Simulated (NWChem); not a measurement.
**One shape, several levels: CH2InN (SMILES [H][In]([H])[C]#N)**

Wanted: a comparison of 3 runs (HF/STO-3G, PBE0/def2-SVP, CAM-B3LYP/def2-SVPD) of CH2InN. 

The results are computed with NWChem 7.3.0.

**1. The molecule**

The species is CH2InN (5 atoms), meant as a singlet with charge 0. SMILES: `[H][In]([H])[C]#N`. Geometry: a GFN2-xTB relaxation, a rough one for these elements and not checked as a minimum.

Bond lengths: In1–C4 2.171 Å, C4–N5 1.147 Å, In1–H2 1.725 Å, In1–H3 1.725 Å. Angles: In1–C4–N5 179.1°, H2–In1–C4 117.2°, H3–In1–C4 117.5°, H2–In1–H3 125.4°.

**2. Energy and forces at HF/STO-3G (run 1)**

sp.nw

```
START sp
TITLE "CH2InN hf"
memory total 2200 mb
GEOMETRY units angstrom noautosym nocenter noautoz
   In       0.388840       0.677450       0.001560
   H        2.110710       0.593290       0.054450
   H       -0.539050       2.131330      -0.025030
   C       -0.695170      -1.203410      -0.018850
   N       -1.265330      -2.198670      -0.012130
END
BASIS spherical bse
   * library STO-3G
END
SCF
   singlet
   rhf
   thresh 1e-08
   maxiter 80
END
TASK scf gradient
```

On the command line:

```console
$ nwchem sp.nw > sp.out
```

The program printed:

```text
[...]
  functions       =    39
[...]
  wavefunction    = RHF
[...]
         Total SCF energy =  -5775.173940395117
      One-electron energy =  -8352.594778965742
      Two-electron energy =   2397.844290881208
 Nuclear repulsion energy =    179.576547689418
        Time for solution =      2.8s
[...]
                         RHF ENERGY GRADIENTS
    atom               coordinates                        gradient
                 x          y          z           x          y          z
   1 In      0.734801   1.280195   0.002948    0.000858   0.001686  -0.000332
   2 H       3.988664   1.121156   0.102896    0.036119  -0.000203   0.001216
   3 H      -1.018657   4.027630  -0.047300   -0.018077   0.031438  -0.000410
   4 C      -1.313681  -2.274115  -0.035621   -0.035066  -0.061030  -0.000653
   5 N      -2.391127  -4.154884  -0.022922    0.016166   0.028110   0.000179
[...]
```

Run time: 4.5 s. Hardware: 1 thread of AMD EPYC 9R45 (Zen 5), shared host; peak memory 0.1 GiB.

**3. Energy and forces at PBE0/def2-SVP (core potential) (run 2)**

run.py

```python
from ase import Atoms
from ase.calculators.nwchem import NWChem

mol = Atoms(['In', 'H', 'H', 'C', 'N'], positions=[
    [0.388840, 0.677450, 0.001560],
    [2.110710, 0.593290, 0.054450],
    [-0.539050, 2.131330, -0.025030],
    [-0.695170, -1.203410, -0.018850],
    [-1.265330, -2.198670, -0.012130],
])

calc = NWChem(
    label='job',
    theory='dft',
    memory='2200 mb',
    basis='def2-SVP',
    basispar='spherical bse',
    dft={'xc': 'pbe0', 'mult': '1', 'grid': 'xfine', 'convergence': 'energy 1e-08', 'iterations': '100', 'mulliken': None},
    **{'ecp bse': {'In library': 'def2-SVP'}},
)
mol.calc = calc

forces = mol.get_forces()
e = mol.get_potential_energy()
print(f"E = {e:.6f} eV")
print("forces (eV/A):")
for s, f in zip(mol.symbols, forces):
    print(f"{s:2s} {f[0]:10.5f} {f[1]:10.5f} {f[2]:10.5f}")
print("dipole (e A):", mol.get_dipole_moment().round(4))
```

On the command line:

```console
$ export ASE_NWCHEM_COMMAND="nwchem PREFIX.nwi > PREFIX.nwo"
$ python run.py
```

The program printed:

```text
E = -7726.771628 eV
forces (eV/A):
In   -0.02761   -0.05003    0.00782
H    -0.11683   -0.11051   -0.00792
H    -0.03888   -0.16347   -0.00555
C     1.16492    2.03477    0.00401
N    -0.98160   -1.71076    0.00159
dipole (e A): [0.4249 0.7412 0.0008]
```

The calculator wrote job.nwi:

```
title "job"

permanent_dir job

scratch_dir job

start job

geometry units angstrom nocenter noautosym noautoz
  In 3.8884000000000002e-01 6.7745000000000000e-01 1.5600000000000000e-03
  H  2.1107100000000001e+00 5.9328999999999998e-01 5.4449999999999998e-02
  H  -5.3905000000000003e-01 2.1313300000000002e+00 -2.5030000000000000e-02
  C  -6.9516999999999995e-01 -1.2034100000000001e+00 -1.8849999999999999e-02
  N  -1.2653300000000001e+00 -2.1986699999999999e+00 -1.2130000000000000e-02
end

memory 2200 mb

basis spherical bse noprint
   * library def2-SVP
end

dft
  xc pbe0
  mult 1
  grid xfine
  convergence energy 1e-08
  iterations 100
  mulliken
end
ecp bse
  In library def2-SVP
end

task dft gradient
```

job.nwo:

```text
Northwest Computational Chemistry Package (NWChem) 7.3.0
             --------------------------------------------------------

           Job information
           ---------------

    nwchem branch   = 7.3.0
    use scalapack   = T
    input           = job.nwi
    prefix          = job.
    data base       = job/job.db
    status          = startup
    nproc           =        1

           Memory information
           ------------------

[... 5 lines left out ...]
    hardfail = no
[... 101 lines left out ...]
  convergence criterion.
[... 42 lines left out ...]
          Spatial weights used:  Erf1
[... 32 lines left out ...]
 1-e energy   =    -638.951680
[... 41 lines left out ...]
           Coulomb energy =      295.522433302354
[... 532 lines left out ...]
          Convergence on density requested:  1.00D-05
[... 28 lines left out ...]
          total energy or number of iterations.
[... 36 lines left out ...]
                 ----------------------------------------
                 |  Time  |  1-e(secs)   |  2-e(secs)   |
                 ----------------------------------------
                 |  CPU   |       0.01   |       1.62   |
                 ----------------------------------------
                 |  WALL  |       0.01   |       1.62   |
                 ----------------------------------------

 Task  times  cpu:       10.3s     wall:       10.3s
 Total times  cpu:       10.3s     wall:       10.3s
```

It took 11 s on 1 thread of AMD EPYC 9R45 (Zen 5), shared host; peak memory 0.14 GiB.

**4. Energy and forces at CAM-B3LYP/def2-SVPD (core potential) (run 3)**

test.xyz

```xyz
5
CH2InN CAM-B3LYP
In     0.388840     0.677450     0.001560
H      2.110710     0.593290     0.054450
H     -0.539050     2.131330    -0.025030
C     -0.695170    -1.203410    -0.018850
N     -1.265330    -2.198670    -0.012130
```

run.py

```python
from ase.io import read
from ase.calculators.nwchem import NWChem

molecule = read('test.xyz')

calc = NWChem(
    label='test',
    theory='dft',
    memory='2200 mb',
    basis='def2-SVPD',
    basispar='spherical bse',
    dft={'xc': 'xcamb88 1.00 lyp 0.81 vwn_5 0.19 hfexch 1.00', 'cam': '0.33 cam_alpha 0.19 cam_beta 0.46', 'mult': '1', 'grid': 'xfine', 'convergence': 'energy 1e-08', 'direct': None, 'iterations': '100', 'mulliken': None},
    **{'ecp bse': {'In library': 'def2-SVPD'}},
)
molecule.calc = calc

forces = molecule.get_forces()
print(f"energy = {molecule.get_potential_energy():.6f} eV")
print("forces (eV/A):")
for s, f in zip(molecule.symbols, forces):
    print(f"{s:2s} {f[0]:10.5f} {f[1]:10.5f} {f[2]:10.5f}")
print("dipole (e A):", molecule.get_dipole_moment().round(4))
```

On the command line:

```console
$ export ASE_NWCHEM_COMMAND="nwchem PREFIX.nwi > PREFIX.nwo"
$ python run.py
```

The program printed:

```text
energy = -7728.254544 eV
forces (eV/A):
In    0.01975    0.03106    0.01028
H    -0.22919   -0.10917   -0.01157
H     0.01789   -0.26061   -0.00417
C     0.81339    1.42161    0.00761
N    -0.62190   -1.08290   -0.00221
dipole (e A): [4.543e-01 7.927e-01 2.000e-04]
```

The calculator wrote test.nwi:

```
title "test"

permanent_dir test

scratch_dir test

start test

geometry units angstrom nocenter noautosym noautoz
  In 3.8884000000000002e-01 6.7745000000000000e-01 1.5600000000000000e-03
  H  2.1107100000000001e+00 5.9328999999999998e-01 5.4449999999999998e-02
  H  -5.3905000000000003e-01 2.1313300000000002e+00 -2.5030000000000000e-02
  C  -6.9516999999999995e-01 -1.2034100000000001e+00 -1.8849999999999999e-02
  N  -1.2653300000000001e+00 -2.1986699999999999e+00 -1.2130000000000000e-02
end

memory 2200 mb

basis spherical bse noprint
   * library def2-SVPD
end

dft
  xc xcamb88 1.00 lyp 0.81 vwn_5 0.19 hfexch 1.00
  cam 0.33 cam_alpha 0.19 cam_beta 0.46
  mult 1
  grid xfine
  convergence energy 1e-08
  direct
  iterations 100
  mulliken
end
ecp bse
  In library def2-SVPD
end

task dft gradient
```

test.nwo:

```text
Northwest Computational Chemistry Package (NWChem) 7.3.0
             --------------------------------------------------------

           Job information
           ---------------

    nwchem branch   = 7.3.0
    use scalapack   = T
    input           = test.nwi
    prefix          = test.
    data base       = test/test.db
    status          = startup
    nproc           =        1

           Memory information
           ------------------

[... 5 lines left out ...]
    hardfail = no
[... 102 lines left out ...]
  convergence criterion.
[... 49 lines left out ...]
          Spatial weights used:  Erf1
[... 32 lines left out ...]
 1-e energy   =    -638.937347
[... 43 lines left out ...]
           Coulomb energy =      295.236288107451
[... 694 lines left out ...]
          Convergence on density requested:  1.00D-05
[... 34 lines left out ...]
          total energy or number of iterations.
[... 42 lines left out ...]
                 ----------------------------------------
                 |  Time  |  1-e(secs)   |  2-e(secs)   |
                 ----------------------------------------
                 |  CPU   |       0.02   |      14.35   |
                 ----------------------------------------
                 |  WALL  |       0.02   |      14.35   |
                 ----------------------------------------

 Task  times  cpu:       48.4s     wall:       48.4s
 Total times  cpu:       48.4s     wall:       48.4s
```

Wall time 50 s (1 thread of AMD EPYC 9R45 (Zen 5), shared host); peak memory 0.15 GiB.

**5. The series**

```csv
run,level,iteration cap,module,energy (Eh),dipole moment (D),HOMO energy (eV),LUMO energy (eV),wall time
1,HF/STO-3G,80,scf,-5775.173940,4.05,-9.37,4.64,4.5 s
2,PBE0/def2-SVP (core potential),100,dft,-283.953622,4.10,-8.87,-2.56,11 s
3,CAM-B3LYP/def2-SVPD (core potential),100,dft,-284.008118,4.39,-10.33,-1.83,50 s
```

**6. Summary of results**

```
                       quantity          value
            run 3: total energy  -284.00812 Eh
           run 3: dipole moment         4.39 D
             run 3: HOMO energy      -10.33 eV
             run 3: LUMO energy       -1.83 eV
           run 3: HOMO–LUMO gap        8.51 eV
run 3: largest force on an atom     1.638 eV/Å
```

In words: The dipole moment (its size) runs from 4.05 D (HF/STO-3G) to 4.39 D (CAM-B3LYP/def2-SVPD). The two ends differ in method and basis and core potential. The HOMO–LUMO gap runs from 6.31 eV (PBE0/def2-SVP) to 14.01 eV (HF/STO-3G). Totals of different functionals can't be ranked against each other. Some runs of one species differ in core potentials or relativity; totals across that change don't compare. In run 1 the basis is minimal, so the values are rough. In run 1 relativity is left out where basis or elements ask for it. All runs together took 65 s, the longest 50 s.
